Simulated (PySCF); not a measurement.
# How the numerical set-up moves the result for RbBr

Which parts of the numerical set-up matter for RbBr? Each run edits the base script.

Computed with PySCF 2.14.0. Level: method and basis as typed in the scripts.

3 further runs of the same task are left out: 2 for a known fault of the program, 1 that didn't finish.

### Step 1. The starting structure

RbBr: 2 atoms, charge 0, spin multiplicity 1.

Bond lengths: Rb1–Br2 2.953 Å.

### Step 2. Base script

Contents of input.py:

```python
from pyscf import gto, scf
from pyscf.prop.polarizability import uhf as pol

mol = gto.M(
    atom='Rb 0 0 0; Br 0 0 2.953',
    basis='sto-3g',
    charge=0,
    spin=0,
    verbose=4,
)
mf = scf.UHF(mol)
mf.kernel()
print('polarizability (a.u.)')
print(pol.Polarizability(mf).polarizability().round(4))
mf.dip_moment()
print('orbital energies (hartree):', [e[max(0, n-3):n+3].round(4) for e, n in zip(mf.mo_energy, mol.nelec)])
```

On the command line:

```sh
$ OMP_NUM_THREADS=1 python input.py
```

Its log is not repeated here.

In short: E(SCF) = -5452.400652 Eh, 9 cycles, μ = 11.40 D, α(xx, yy, zz) = 3.8, 3.8, 26.1 bohr³.

No relativity is included for the heavy element. The bond length is a typed value, not an optimised one.

### Step 3. Ano-rcc-vdzp (X2C on)

Variant 1 changes basis set: sto-3g → ano-rcc-vdzp; spin-free X2C: off → on.

Contents of input.py:

```python
from pyscf import gto, scf
from pyscf.prop.polarizability import uhf as pol

mol = gto.M(
    atom='Rb 0 0 0; Br 0 0 2.953',
    basis='ano-rcc-vdzp',
    charge=0,
    spin=0,
    verbose=4,
)
mf = scf.UHF(mol)
mf = mf.sfx2c1e()
mf.kernel()
print('polarizability (a.u.)')
print(pol.Polarizability(mf).polarizability().round(4))
mf.dip_moment()
print('orbital energies (hartree):', [e[max(0, n-3):n+3].round(4) for e, n in zip(mf.mo_energy, mol.nelec)])
```

On the command line:

```sh
$ OMP_NUM_THREADS=1 python input.py
```

### Step 4. Crenbl (core potential on)

Variant 2 changes basis set: sto-3g → crenbl; core potential: off → on. The core potential changes with it: totals don't compare.

input.py: that of step 2 with these lines changed.

```diff
@@ -5,3 +5,4 @@
     atom='Rb 0 0 0; Br 0 0 2.953',
-    basis='sto-3g',
+    basis='crenbl',
+    ecp={'Rb': 'crenbl', 'Br': 'crenbl'},
     charge=0,
```

### Step 5. Cartesian functions on

Variant 3 changes Cartesian functions: off → on.

input.py: that of step 2 with these lines changed.

```diff
@@ -8,2 +8,3 @@
     spin=0,
+    cart=True,
     verbose=4,
```

### Step 6. Density fitting weigend

Variant 4 changes density fitting: none → weigend.

input.py: that of step 2 with these lines changed.

```diff
@@ -11,2 +11,3 @@
 mf = scf.UHF(mol)
+mf = mf.density_fit(auxbasis='weigend')
 mf.kernel()
```

**Question.** What will these runs give? Wanted: for each run, E(SCF); from base; gap; SCF dipole.

As calculated:

| run | E(SCF) (hartree) | from base (eV) | cycles | gap (eV) | SCF dipole (D) | functions |
| --- | --- | --- | --- | --- | --- | --- |
| base | -5452.400652 | 0 | 9 | 10.60 | 11.40 | 40 |
| ano-rcc-vdzp (X2C on) | -5583.613351 | not comparable | 8 | 7.99 | 12.29 | 58 |
| crenbl (core potential on) | -176.935395 | not comparable | 9 | 7.40 | 13.05 | 52 |
| Cartesian functions on | -5454.476114 | -56.4762 | 9 | 10.57 | 11.37 | 42 |
| density fitting weigend (poor choice) | -5502.888992 | not comparable | 9 | 10.12 | 10.34 | 40 |

In words: The dearest run is “ano-rcc-vdzp (X2C on)”, at 7 s against 0.98 s. Rows marked «poor choice» come from settings spoiled on purpose.
